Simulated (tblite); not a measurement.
# C6H12OSi: the cost of one run

The runs use tblite 0.8.0 and PySCF 2.14.0, with density-fitted response routines of our own; the level of theory stands in each step. All values are computed, except where a source is named. Atoms count from 0, in the outputs and in this text.

## Step 1: The molecule as given

20 atoms, charge 0, multiplicity 1; geometry from: force field or distance geometry start.

Bonds of the start (Å): C0–C1 1.49, C1–C2 1.33, C2–C3 1.44, C3–O4 1.27, C3–C5 1.48, C5–C6 1.51, C6–Si7 1.84, C0–H8 1.11, C0–H9 1.14, C0–H10 1.10, C1–H11 1.07, C2–H12 1.10, C5–H13 1.12, C5–H14 1.11, C6–H15 1.13, C6–H16 1.12, Si7–H17 1.48, Si7–H18 1.45, Si7–H19 1.48.

## Step 2: Geometry optimisation with GFN2-xTB

The job: settings as JSON, then the geometry in Å.

```
{"job": {"kind": "relax", "xc": "GFN2-xTB", "basis": "xTB"}, "charge": 0, "multiplicity": 1}
C     -3.511300    -0.292300    -0.452800
C     -2.140000     0.068200     0.014400
C     -1.252200    -0.921100     0.065900
C      0.119300    -0.788200     0.478600
O      0.826100    -1.845200     0.470300
C      0.756600     0.459300     0.942200
C      1.715400     1.074600    -0.045700
Si     3.154300     0.030800    -0.516800
H     -3.448200    -0.895000    -1.381900
H     -3.997800    -0.991000     0.299900
H     -4.176800     0.577200    -0.524100
H     -1.870000     1.060600     0.321000
H     -1.605400    -1.916000    -0.243500
H      1.274400     0.330000     1.927800
H     -0.043800     1.205800     1.137900
H      2.140200     2.012200     0.418800
H      1.218900     1.433700    -0.980200
H      4.360100     0.571100     0.149100
H      3.059300    -1.363600    -0.124600
H      3.415900     0.199600    -1.959300
```

Command:

```bash
$ OMP_NUM_THREADS=1 python probes_run.py task.json out
```

This one command runs all jobs of the session in turn.

Q: Estimate the wall time of this first job on 1 thread of Arm Neoverse V2, shared host.

About 1.8 s.
